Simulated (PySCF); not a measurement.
# OsO3(H2O)2: other functionals and bases at one geometry

The task here is to estimate one member of a computed series from the others.

Program: PySCF 2.14.0. Level of theory: several levels, as the steps say, no spin–orbit coupling. These are calculated values, not measurements.

5 further runs of the same task are left out: 2 for a known fault of the program, 2 that didn't finish, 1 set aside as unsound or not needed.

## The system as given

10 atoms, charge 0, spin multiplicity 3.

Bond lengths: Os1–O2 1.724 Å, Os1–O3 1.724 Å, Os1–O4 1.765 Å, O5–H6 0.972 Å, O5–H7 0.970 Å, O8–H9 0.970 Å, O8–H10 0.972 Å. Angles: O2–Os1–O3 130.6°, O2–Os1–O4 114.7°, O3–Os1–O4 114.7°, H6–O5–H7 104.6°, H9–O8–H10 104.6°.

Geometry (Å):

| atom | x (Å) | y (Å) | z (Å) |
| --- | --- | --- | --- |
| Os1 | -0.1391 | 0.0000 | 0.0000 |
| O2 | -0.8594 | -0.4581 | 1.4980 |
| O3 | -0.8594 | 0.4581 | -1.4980 |
| O4 | 1.6256 | 0.0000 | 0.0000 |
| O5 | 0.3933 | 2.5161 | 0.1823 |
| H6 | 1.3462 | 2.3403 | 0.1097 |
| H7 | 0.1413 | 2.8589 | -0.6889 |
| O8 | 0.3933 | -2.5161 | -0.1823 |
| H9 | 0.1413 | -2.8589 | 0.6889 |
| H10 | 1.3462 | -2.3403 | -0.1097 |

Formal oxidation states: Os +6. An earlier session relaxed this geometry at r2SCAN, Os def2-SVP with ECP60, O def2-SVP, H def2-SVP (triplet, point group C2).

At r2SCAN on the finer grid: E = -468.786991 Eh, HOMO -5.46 eV, LUMO -4.44 eV (over both spins), ⟨S²⟩ = 2.009, Mulliken charge on Os1 +0.91 e, largest force component 0.072 eV/Å. 

Levels to run: TPSSh; revPBE; PBE0; PBE; r2SCAN, TZVP; r2SCAN, x2c-SVP. Hardware: 4 threads of Arm Neoverse V2, shared host.

The first run:

Contents of run.py (the lines that set the calculation):

```python
mol = gto.M(atom='''
Os    -0.13911     0.00000     0.00000
O     -0.85938    -0.45808     1.49803
O     -0.85938     0.45808    -1.49803
O      1.62562     0.00000     0.00000
O      0.39326     2.51608     0.18234
H      1.34624     2.34035     0.10970
H      0.14126     2.85888    -0.68892
O      0.39326    -2.51608    -0.18234
H      0.14126    -2.85888     0.68892
H      1.34624    -2.34035    -0.10970''',
    basis={'Os': 'def2-SVP', 'O': 'def2-SVP', 'H': 'def2-SVP'},
    ecp={'Os': 'def2-SVP'},
    charge=0, spin=2)
mf = dft.UKS(mol, xc='TPSSH')
mf.grids.atom_grid = (75, 302)
mf = mf.density_fit()  # fitting sets: Os def2-universal-JKFIT, O def2-universal-JKFIT, H def2-universal-JKFIT
mf.conv_tol = 1e-08; mf.max_cycle = 55
mf.kernel(dm0)  # dm0: the density of the relaxed state
```

Command:

```bash
OMP_NUM_THREADS=4 python run.py
```

Among the steps run: TPSSh; revPBE; PBE0; PBE; r2SCAN, TZVP; r2SCAN, x2c-SVP.

One table of the session follows, with a row left open; its other results are not shown here.

| level | HOMO (eV) | gap (eV) | charge on Os1 (e) | dipole (D) | largest force component (eV/Å) |
| --- | --- | --- | --- | --- | --- |
| r2SCAN (relaxed here) | -5.46 | 1.02 | 0.91 | 1.84 | 0.07 |
| TPSSh | -5.82 | 1.85 | 0.90 | 1.84 | 0.21 |
| revPBE | ? | ? | ? | ? | ? |
| PBE0 | -6.85 | 3.17 | 0.93 | 1.85 | 0.71 |
| PBE | -4.89 | 0.70 | 0.72 | 1.85 | 0.67 |
| r2SCAN, TZVP | -5.58 | 1.02 | 1.30 | 1.67 | 0.18 |
| r2SCAN, x2c-SVP | -5.61 | 1.01 | 0.61 | 1.90 | 0.66 |

Q: Estimate the row for revPBE from the others.

As computed: HOMO (eV): -4.84; gap (eV): 0.71; charge on Os1 (e): 0.76; dipole (D): 1.82; largest force component (eV/Å): 0.87. In the column «HOMO (eV)» it is the highest.

In one basis the HOMO–LUMO gap runs from 0.70 eV (PBE) to 3.17 eV (PBE0). The largest leftover force, 0.87 eV/Å with revPBE, stands at a geometry relaxed at another level. Total energies of different levels can't be compared.
